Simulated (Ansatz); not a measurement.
# C₈H₁₇NOSiTi: a ladder of functionals and wavefunction methods

The task here is to estimate one member of a computed series from the others.

Computed with Ansatz 0.2.0, Gaussian basis. Level: functionals in def2-TZVPP, the program's frozen cores in correlated methods.

The runs, in order: LDA (SPW92), PBE-D4, revPBE-D4, BLYP-D4, r2SCAN-D4, B97M-V, PBE0-D4, B3LYP-D4, r2SCANh-D4, r2SCAN0-D4, HSE06-D4, BHLYP-D4, CAM-B3LYP-D4, LC-ωPBE, ωB97X-V, ωB97M-V, B2PLYP, PBE-QIDH; CCSD(T)/def2-SVP; CCSD(T)/def2-TZVPP; MP2/def2-QZVPP; extrapolation to the limit; RPA on PBE.

## Structure used throughout

All runs share one geometry, relaxed beforehand with PBE0-D4 in a triple-zeta def2 set.

SMILES `C[N](C)[Ti]1234([CH3])([OH])[C@@H]5[C@H]1[C@H]2[C@@]3([SiH3])[C@@H]54`, 29 atoms, charge 0, spin multiplicity 1.

Atoms are counted from 1 here; the program's logs count them from 0.

Bond lengths: C1–N2 1.435 Å, C1–H13 1.100 Å, C1–H14 1.089 Å, C1–H15 1.100 Å, N2–C3 1.450 Å, N2–Ti4 1.890 Å, C3–H16 1.099 Å, C3–H17 1.092 Å, C3–H18 1.099 Å, Ti4–C5 2.109 Å, Ti4–O6 1.815 Å, Ti4–C7 2.388 Å, Ti4–C8 2.394 Å, Ti4–C9 2.372 Å, Ti4–C10 2.365 Å, Ti4–C12 2.367 Å, C5–H19 1.093 Å, C5–H20 1.094 Å and more. Angles: N2–C1–H13 111.2°, N2–C1–H14 111.6°, N2–C1–H15 111.1°, H13–C1–H14 108.0°, H13–C1–H15 106.9°, H14–C1–H15 107.7°, C1–N2–C3 111.0°, C1–N2–Ti4 137.5°, C3–N2–Ti4 111.5°, N2–C3–H16 111.0°, N2–C3–H17 111.5°, N2–C3–H18 111.0°, H16–C3–H17 107.9°, H16–C3–H18 107.9°, H17–C3–H18 107.4°, N2–Ti4–C5 99.7°, N2–Ti4–O6 108.1°, N2–Ti4–C7 123.7° and more.

The first run:

Contents of in.yaml:

```yaml
crystal:
  periodic: [false, false, false]
  atoms:
    - {symbol: C, position_ang: [-2.571301, -0.815481, -0.542044]}
    - {symbol: N, position_ang: [-1.621890, -0.296278, 0.400641]}
    - {symbol: C, position_ang: [-2.179679, -0.272755, 1.738739]}
    - {symbol: Ti, position_ang: [0.120988, 0.432907, 0.363356]}
    - {symbol: C, position_ang: [-0.341297, 2.470139, 0.650774]}
    - {symbol: O, position_ang: [0.933775, 0.033090, 1.936631]}
    - {symbol: C, position_ang: [1.127874, 1.363818, -1.591410]}
    - {symbol: C, position_ang: [0.159964, 0.436947, -2.029831]}
    - {symbol: C, position_ang: [0.551852, -0.840383, -1.590865]}
    - {symbol: C, position_ang: [1.771332, -0.724037, -0.874678]}
    - {symbol: Si, position_ang: [2.705947, -2.094846, -0.049296]}
    - {symbol: C, position_ang: [2.116853, 0.652364, -0.889606]}
    - {symbol: H, position_ang: [-2.883551, -1.835519, -0.272446]}
    - {symbol: H, position_ang: [-2.160131, -0.844049, -1.549859]}
    - {symbol: H, position_ang: [-3.481294, -0.198414, -0.569024]}
    - {symbol: H, position_ang: [-3.058564, 0.385631, 1.787183]}
    - {symbol: H, position_ang: [-1.451503, 0.086317, 2.468874]}
    - {symbol: H, position_ang: [-2.492834, -1.278439, 2.052966]}
    - {symbol: H, position_ang: [-0.954652, 2.901453, -0.143933]}
    - {symbol: H, position_ang: [0.553541, 3.085642, 0.782568]}
    - {symbol: H, position_ang: [-0.915348, 2.497815, 1.584801]}
    - {symbol: H, position_ang: [1.817859, -0.174986, 2.235612]}
    - {symbol: H, position_ang: [1.103504, 2.430246, -1.750221]}
    - {symbol: H, position_ang: [-0.743262, 0.679366, -2.570052]}
    - {symbol: H, position_ang: [0.001003, -1.758017, -1.737120]}
    - {symbol: H, position_ang: [3.726999, -2.676548, -0.961546]}
    - {symbol: H, position_ang: [1.773077, -3.172534, 0.367084]}
    - {symbol: H, position_ang: [3.419258, -1.564350, 1.145868]}
    - {symbol: H, position_ang: [2.971450, 1.090900, -0.393167]}
basis:
  gaussian: {orbitals: def2-TZVPP}
hamiltonian: {xc: lda}
output: {orbitals: {seedname: orbitals}}
```

Steps of the session up to this table: LDA; PBE-D4 (GGA); revPBE-D4 (GGA); BLYP-D4 (GGA); r2SCAN-D4 (meta-GGA); B97M-V (meta-GGA); PBE0-D4 (hybrid); B3LYP-D4 (hybrid); r2SCANh-D4 (hybrid); r2SCAN0-D4 (hybrid); HSE06-D4 (hybrid); BHLYP-D4 (hybrid); CAM-B3LYP-D4 (range-separated); LC-ωPBE (range-separated); ωB97X-V (range-separated); ωB97M-V (range-separated); B2PLYP (double hybrid); PBE-QIDH (double hybrid).

One table of the session follows, with a row left open; its other results are not shown here.

It belongs to the step «Frontier levels by functional». 

| functional | HOMO (eV) | gap (eV) |
| --- | --- | --- |
| LDA (SPW92) | -5.37 | 3.24 |
| PBE-D4 | -5.21 | 3.32 |
| revPBE-D4 | -5.15 | 3.34 |
| BLYP-D4 | -5.10 | 3.31 |
| r2SCAN-D4 | -5.39 | 3.63 |
| B97M-V | -5.50 | 3.69 |
| PBE0-D4 | -6.36 | 5.51 |
| B3LYP-D4 | -6.18 | 5.07 |
| r2SCANh-D4 | ? | ? |
| r2SCAN0-D4 | -6.50 | 5.73 |
| HSE06-D4 | -5.96 | 4.73 |
| BHLYP-D4 | -7.45 | 7.77 |
| CAM-B3LYP-D4 | -7.69 | 7.97 |
| LC-ωPBE | -8.98 | 10.37 |
| ωB97X-V | -8.67 | 10.01 |
| ωB97M-V | -8.60 | 9.80 |

Estimate the missing values for r2SCANh-D4.

Worked estimate for «HOMO (eV)». Against the share of exact exchange, r2SCAN-D4 (0, -5.39), r2SCAN0-D4 (0.25, -6.50) give a slope of -4.44 per unit share; at 0.1 the line stands at -5.83.

**Answer.** HOMO (eV): -5.83; gap (eV): 4.47. In «HOMO (eV)» the line misses by 0.00.
